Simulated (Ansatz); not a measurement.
# TaRu2: a trial structure relaxed

The task: take a trial cell of TaRu2 to zero force and stress.

Program: Ansatz 0.2.0. Level of theory: DFT PBE, scalar-relativistic, plane waves, PAW. These are calculated values, not measurements.

### Step 1. The system as given

The structure is hexagonal, space group P6/mmm (No. 191). Conventional cell: a = 3.579 Å, b = 3.579 Å, c = 4.173 Å, α = 90.00°, β = 90.00°, γ = 120.00°. Ta (site symmetry 6/mmm) has 6 Ru at 2.07 Å in its first shell of neighbours. Around Ru (site symmetry -6m2) lie 3 Ru at 2.07 Å and 3 Ta at 2.07 Å.

Structure file:

```cif
data_structure
_symmetry_space_group_name_H-M 'P 1'
_symmetry_Int_Tables_number 1
_cell_length_a 3.5793
_cell_length_b 3.5793
_cell_length_c 4.1735
_cell_angle_alpha 90.000
_cell_angle_beta 90.000
_cell_angle_gamma 120.000
_cell_volume 46.30
loop_
_atom_site_label
_atom_site_type_symbol
_atom_site_fract_x
_atom_site_fract_y
_atom_site_fract_z
_atom_site_occupancy
Ta1 Ta 0.00000 0.00000 0.00000 1
Ru1 Ru 0.33333 0.66667 0.00000 1
Ru2 Ru 0.66667 0.33333 0.00000 1
```

A structure generator made this guess: random cell by space group and Wyckoff sites (P6/mmm, No. 191). The dimensions are guesses.

### Step 2. The guess as it stands, on a coarse mesh

Input file input.yaml:

```yaml
crystal:
  lattice:
    - [3.5792631, 0.0, 0.0]
    - [-1.78963155, 3.09973277, 0.0]
    - [0.0, 0.0, 4.17346702]
  atoms:
    - { symbol: Ta, position: [0.0, 0.0, 0.0] }
    - { symbol: Ru, position: [0.33333333, 0.66666667, 0.0] }
    - { symbol: Ru, position: [0.66666667, 0.33333333, 0.0] }
basis:
  ecutwfc: 420
kpoints:
  mp_grid: { grid: [6, 6, 4] }
hamiltonian:
  xc: pbe
scf:
  occupations: { method: gaussian, width: 0.1 }
  lower_state_search: "off"
output:
  forces: true
  stress: true
  eigenvalues: true
```

The run is started by

```bash
$ ansatz run input.yaml --threads 1 --pin off --max-ram 2560MiB --backend cpu --events-out ev --progress --plain --runs-dir out
```

Further runs follow: rough relaxation on the coarse mesh; another rough relaxation; spin check on a coarse mesh; full relaxation.

Q: Predict the outcome of this session. Wanted: conventional cell; volume; energy over the elements; gap on the mesh.

The runs gave:

| quantity | value |
| --- | --- |
| symmetry at the end (tolerance 0.05 Å) | space group P6/mmm (No. 191) |
| conventional cell | a = 4.642 Å, b = 4.642 Å, c = 2.665 Å, α = 90.00°, β = 90.00°, γ = 120.00° |
| volume | 16.58 Å³/atom |
| energy over the elements | +0.75 eV/atom |
| gap on the mesh | none (metal) |

In words: The space group P6/mmm (No. 191) is kept, and the volume per atom grows by 7.4 % from the first guess. The formation energy is positive, so the separate elements lie lower. No finished test with a distortion of lower symmetry is shown, so the end may be a saddle point. Spin-orbit coupling is left out for Ta. Other magnetic orders were not searched.
